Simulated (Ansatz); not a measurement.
**AlGaN (doublet): wave-function methods side by side at a displaced geometry (v1), cc-pVDZ**

The task here is to estimate one member of a computed series from the others.

The runs use Ansatz 0.2.0, Gaussian basis; cc-pVDZ, core rule «outside noble gas», up to 20 orbitals frozen.

Plan: UHF; CCSD(T) on ROHF; CCSD(T) on UHF; BCCD(T) on ROHF; CISD; CCSDT(Q) on ROHF; CCSDT(Q) on UHF.

29 further runs of the same task are left out: 9 for a known fault of the program, 10 that didn't finish, 10 set aside as unsound or not needed.

## What is computed

The geometry is a PBE0/def2-TZVP stationary point (not a proven minimum) with its atoms shifted at random (size 0.040 Å). No spin-orbit coupling is included. The filled d shell of Ga may be among the frozen orbitals whatever the setting's name suggests; the logs give the count.

3 atoms, charge 0, spin multiplicity 2.

Atoms are counted from 1 here; the program's logs count them from 0.

Bond lengths: Al1–N2 1.697 Å, N2–Ga3 1.739 Å. Angles: Al1–N2–Ga3 177.0°.

The first run:

in.yaml reads:

```yaml
crystal:
  periodic: [false, false, false]
  atoms:
    - {symbol: Al, position_ang: [-0.015433, -0.009008, -1.710460]}
    - {symbol: N, position_ang: [-0.016266, -0.025151, -0.013213]}
    - {symbol: Ga, position_ang: [0.031698, 0.034159, 1.723673]}
basis:
  gaussian: {orbitals: cc-pVDZ}
magnetization: {spin_polarized: true, initial_magnetization: 1}
hamiltonian: {xc: hf}
output: {orbitals: {seedname: orbitals}}
```

On the command line:

```console
ansatz run in.yaml --threads 1 --pin off --events-out ev --progress --plain --max-ram 2393MiB
```

Among the steps run: UHF; CCSD(T) on ROHF; CCSD(T) on UHF; BCCD(T) on ROHF; CISD; CCSDT(Q) on ROHF; CCSDT(Q) on UHF.

One of the session's tables, all rows but one given; the rest of the session is left out.

```
   method  from RCCSDT(Q) (kJ/mol)
     RMP2                    +89.0
     UMP2                    +87.2
    RCCSD                    +56.4
    UCCSD                    +51.1
 RCCSD(T)                     +7.6
 UCCSD(T)                     +7.5
  BCCD(T)                        ?
   RCCSDT                     +5.2
   UCCSDT                     +4.1
RCCSDT(Q)                        0
UCCSDT(Q)                     -2.5
```

Q: Estimate the row for BCCD(T) from the others.

**Answer.** from RCCSDT(Q) (kJ/mol): +6.9. In the column «from RCCSDT(Q) (kJ/mol)» it lies between RCCSDT (+5.2) and UCCSD(T) (+7.5).

Not comparable, so not listed: CISD (they don't share determinant, frozen orbitals or solution with the rows shown, or repeat one).

To keep in mind: Left out of the table: ROHF, UHF (another determinant or state than the rows shown). Warnings: spin contamination; coupled cluster took another determinant than the lowest; large T1 diagnostic. Restricted and unrestricted rows rest on different reference determinants; where their highest levels disagree by more than a few hundredths of an eV, they describe different states and don't form one ladder.
